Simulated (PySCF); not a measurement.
# [Pb(SH)3]+: forces at shaken geometries

How stiff is [Pb(SH)3]+? Its atoms are displaced at random by several amounts. The species was built from a template and needn't be a known compound.

Program: PySCF 2.14.0. Level of theory: B3LYP, Pb def2-SVP with ECP60, S def2-SVP, H def2-SVP; scalar-relativistic core potentials, no spin–orbit coupling. These are calculated values, not measurements.

**1. The system as given**

7 atoms, charge 1, spin multiplicity 1.

Bond lengths: Pb1–S2 2.481 Å, Pb1–S4 2.481 Å, Pb1–S6 2.481 Å, S2–H3 1.360 Å, S4–H5 1.360 Å, S6–H7 1.360 Å. Angles: S2–Pb1–S4 120.0°, S2–Pb1–S6 120.0°, S4–Pb1–S6 120.0°, Pb1–S2–H3 93.2°, Pb1–S4–H5 93.2°, Pb1–S6–H7 93.2°.

Geometry (Å):

```
Pb    0.0000    0.0000    0.4778
S     2.4236    0.5301    0.4730
H     2.7880   -0.7799    0.4752
S    -1.6708    1.8338    0.4730
H    -0.7186    2.8044    0.4753
S    -0.7527   -2.3639    0.4731
H    -2.0694   -2.0245    0.4753
```

Formal oxidation states: Pb +4. An earlier session relaxed this geometry at B3LYP, Pb def2-SVP with ECP60, S def2-SVP, H def2-SVP (singlet, point group C3h).

Its energy there is -1388.758566 Eh.

**2. Atoms moved at random, σ = 0.1 Å**

run.py (the lines that set the calculation)

```python
mol = gto.M(atom='''
Pb    -0.04959    -0.02140     0.49635
S      2.34968     0.58407     0.52397
H      3.06885    -0.66110     0.58887
S     -1.61187     1.76822     0.61190
H     -0.77723     2.81954     0.26887
S     -0.73926    -2.37396     0.32008
H     -2.24056    -2.11536     0.51266''',
    basis={'Pb': 'def2-SVP', 'S': 'def2-SVP', 'H': 'def2-SVP'},
    ecp={'Pb': 'def2-SVP'},
    charge=1, spin=0)
mf = dft.RKS(mol, xc='B3LYP')
mf.grids.atom_grid = (50, 194)
mf = mf.density_fit()  # fitting sets: Pb def2-universal-JKFIT, S def2-universal-JKFIT, H def2-universal-JKFIT
mf.conv_tol = 1e-08; mf.max_cycle = 55
mf.kernel(dm0)  # dm0: the density of the relaxed state
```

Command:

```console
$ OMP_NUM_THREADS=2 python run.py
```

**3. Atoms moved at random, σ = 0.03 Å**

run.py (the lines that set the calculation)

```python
mol = gto.M(atom='''
Pb    -0.02524    -0.01233     0.46390
S      2.38118     0.54021     0.44071
H      2.78742    -0.76309     0.53062
S     -1.68460     1.79391     0.47880
H     -0.71367     2.83315     0.47599
S     -0.72503    -2.38812     0.49114
H     -2.02004    -2.00372     0.44154''',
    basis={'Pb': 'def2-SVP', 'S': 'def2-SVP', 'H': 'def2-SVP'},
    ecp={'Pb': 'def2-SVP'},
    charge=1, spin=0)
mf = dft.RKS(mol, xc='B3LYP')
mf.grids.atom_grid = (50, 194)
mf = mf.density_fit()  # fitting sets: Pb def2-universal-JKFIT, S def2-universal-JKFIT, H def2-universal-JKFIT
mf.conv_tol = 1e-08; mf.max_cycle = 55
mf.kernel(dm0)  # dm0: the density of the relaxed state
```

**4. Atoms moved at random, σ = 0.03 Å**

run.py (the lines that set the calculation)

```python
mol = gto.M(atom='''
Pb    -0.03877    -0.05399     0.52448
S      2.41883     0.53390     0.47379
H      2.76717    -0.76996     0.46461
S     -1.63310     1.86562     0.45221
H     -0.71379     2.77096     0.46732
S     -0.73285    -2.33334     0.44232
H     -2.06748    -2.01318     0.49798''',
    basis={'Pb': 'def2-SVP', 'S': 'def2-SVP', 'H': 'def2-SVP'},
    ecp={'Pb': 'def2-SVP'},
    charge=1, spin=0)
mf = dft.RKS(mol, xc='B3LYP')
mf.grids.atom_grid = (50, 194)
mf = mf.density_fit()  # fitting sets: Pb def2-universal-JKFIT, S def2-universal-JKFIT, H def2-universal-JKFIT
mf.conv_tol = 1e-08; mf.max_cycle = 55
mf.kernel(dm0)  # dm0: the density of the relaxed state
```

Q: Predict the outcome of this session. Wanted: for each run, σ; energy rise; harmonic estimate −½ F·u; largest force component.

The runs gave:

| σ (Å) | energy rise (eV) | harmonic estimate −½ F·u (eV) | largest force component (eV/Å) |
| --- | --- | --- | --- |
| 0.03 | 0.061 | 0.058 | 1.20 |
| 0.03 | 0.155 | 0.160 | 1.61 |
| 0.1 | 0.548 | 0.564 | 2.84 |

Every displacement raises the energy. For a harmonic well the rise equals −½ F·u; at σ = 0.03 Å the two differ by 4 %, from anharmonicity and the small forces left at the relaxed point. These are double-zeta-type bases without diffuse functions. Spin–orbit coupling is left out.
